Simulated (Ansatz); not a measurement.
# ClH₂O₂SSi radical: up Jacob's ladder to CCSD(T)

One table from this session's results is given with a row withheld; the runs are named, their logs left out.

Computed with Ansatz 0.2.0, Gaussian basis. Level: functionals in def2-TZVPP, the program's frozen cores in correlated methods.

Levels to be run: LDA (SPW92), PBE-D4, revPBE-D4, BLYP-D4, r2SCAN-D4, B97M-V, PBE0-D4, B3LYP-D4, r2SCANh-D4, r2SCAN0-D4, HSE06-D4, BHLYP-D4, CAM-B3LYP-D4, LC-ωPBE, ωB97X-V, ωB97M-V, B2PLYP, PBE-QIDH; CCSD(T)/def2-SVP; CCSD(T)/def2-TZVPP; MP2/def2-QZVPP; extrapolation to the limit; RPA on PBE.

**The geometry**

All runs share one geometry, relaxed beforehand with PBE0-D4 in a triple-zeta def2 set.

SMILES `O[Si](O)([S])Cl`, 7 atoms, charge 0, spin multiplicity 2.

Atoms are counted from 1 here; the program's logs count them from 0.

Bond lengths: O1–Si2 1.629 Å, O1–H6 0.959 Å, Si2–O3 1.620 Å, Si2–S4 2.101 Å, Si2–Cl5 2.053 Å, O3–H7 0.960 Å. Angles: Si2–O1–H6 117.9°, O1–Si2–O3 106.1°, O1–Si2–S4 115.6°, O1–Si2–Cl5 110.3°, O3–Si2–S4 111.5°, O3–Si2–Cl5 112.0°, S4–Si2–Cl5 101.6°, Si2–O3–H7 116.8°.

As a file:

```xyz
7
ClH2O2SSi
O    -0.72131    0.39015    1.08983
Si    0.02132   -0.03170   -0.29727
O     0.98786   -1.27839    0.07257
S    -1.25239   -0.49624   -1.90214
Cl    1.07279    1.56033   -1.05402
H    -1.33777    1.12421    1.06349
H     1.29070   -1.33636    0.98175
```

Set-up of the first run:

Input file in.yaml:

```yaml
crystal:
  periodic: [false, false, false]
  atoms:
    - {symbol: O, position_ang: [-0.721309, 0.390153, 1.089833]}
    - {symbol: Si, position_ang: [0.021316, -0.031702, -0.297270]}
    - {symbol: O, position_ang: [0.987860, -1.278395, 0.072565]}
    - {symbol: S, position_ang: [-1.252394, -0.496236, -1.902141]}
    - {symbol: Cl, position_ang: [1.072794, 1.560331, -1.054022]}
    - {symbol: H, position_ang: [-1.337768, 1.124212, 1.063488]}
    - {symbol: H, position_ang: [1.290700, -1.336363, 0.981747]}
basis:
  gaussian: {orbitals: def2-TZVPP}
magnetization: {spin_polarized: true, initial_magnetization: 1}
hamiltonian: {xc: lda}
output: {orbitals: {seedname: orbitals}}
```

Steps of the session up to this table: LDA; PBE-D4 (GGA); revPBE-D4 (GGA); BLYP-D4 (GGA); r2SCAN-D4 (meta-GGA); B97M-V (meta-GGA); PBE0-D4 (hybrid); B3LYP-D4 (hybrid); r2SCANh-D4 (hybrid); r2SCAN0-D4 (hybrid); HSE06-D4 (hybrid); BHLYP-D4 (hybrid); CAM-B3LYP-D4 (range-separated); LC-ωPBE-D4 (range-separated; the results give it without D4); ωB97X-V (range-separated); ωB97M-V (range-separated); B2PLYP (double hybrid); PBE-QIDH (double hybrid).

One table of the session follows, with a row left open; its other results are not shown here.

It belongs to the step «Frontier levels by functional». 

```
  functional  HOMO (eV)  LUMO (eV)  gap (eV)
 LDA (SPW92)      -6.46      -6.26      0.19
      PBE-D4      -6.37      -5.82      0.55
   revPBE-D4      -6.33      -5.71      0.62
     BLYP-D4      -6.20      -5.75      0.45
   r2SCAN-D4      -6.72      -5.50      1.21
      B97M-V      -6.76      -5.66      1.10
     PBE0-D4      -7.73      -4.75      2.97
    B3LYP-D4      -7.45      -5.11      2.35
  r2SCANh-D4      -7.21      -5.10      2.10
  r2SCAN0-D4      -7.93      -4.49      3.44
    HSE06-D4      -7.32      -5.14      2.17
    BHLYP-D4      -8.88      -3.62      5.27
CAM-B3LYP-D4      -9.10      -3.63      5.46
     LC-ωPBE     -10.57      -2.18      8.38
     ωB97X-V     -10.16      -2.67      7.50
     ωB97M-V          ?          ?         ?
```

Estimate the missing values for ωB97M-V.

As computed: HOMO (eV): -9.94; LUMO (eV): -2.75; gap (eV): 7.19. In the column «HOMO (eV)» it lies between ωB97X-V (-10.16) and CAM-B3LYP-D4 (-9.10).
